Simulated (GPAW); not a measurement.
# Cs: single point with PBE

Slab: Cs, a slab with vacuum.

```xyz
3
Lattice="5.2351 0.0000 0.0000 -1.7450 4.9357 0.0000 0.0000 0.0000 23.5489" Properties=species:S:1:pos:R:3 pbc="T T T"
Cs    1.7450    2.4679    7.5000
Cs    0.0000    0.0000   11.7745
Cs    1.7450    2.4679   16.0489
```

The cell isn't the ideal one: the (1 1 0) slab of Cs, cut from the database cell, not relaxed.

```
Program             : GPAW 26.7.0
Task                : single point
Functional          : PBE
Potentials or basis : GPAW PAW data sets (gpaw-data 1.2.1)
Cutoff              : 450 eV
Basis               : pw
k mesh              : 6 × 6 × 1
Occupations         : fermi-dirac, width 0.05 eV
Spin                : no spin polarisation
Maxiter             : 150
Dipole layer        : yes
```

```yaml
Largest_force: 0.023 eV/Å
Band_gap_on_the_k_mesh: none (metal or under the smearing width)
Dipole_across_the_slab: 0.00 e·Å
Work_function_of_the_upper_face: 2.08 eV
Work_function_of_the_lower_face: 2.08 eV
```

Forces in eV/Å, atoms in the order of the input:
```
Cs   0.000  0.000 -0.023
Cs   0.000  0.000  0.000
Cs   0.000  0.000  0.023
```

Levels at points of the mesh, in eV from the Fermi level:
```csv
k point,band 10,band 11,band 12,band 13,band 14,band 15,band 16,band 17,band 18,band 19
"(0.00, 0.00, 0.00)",-10.63,-10.60,-10.57,-1.58,-1.11,-0.43,0.73,0.85,1.51,1.67
"(0.50, 0.00, 0.00)",-10.69,-10.62,-10.59,0.00,0.11,0.12,0.86,0.96,1.08,1.19
"(0.50, 0.50, 0.00)",-10.70,-10.65,-10.61,0.16,0.52,0.63,0.64,0.77,1.39,1.39
```

Run time: 83 s on 1 thread of Arm Neoverse V1, on a shared host, peak memory 0.36 GiB.

Spin-orbit coupling is left out, which matters for the levels of Cs.
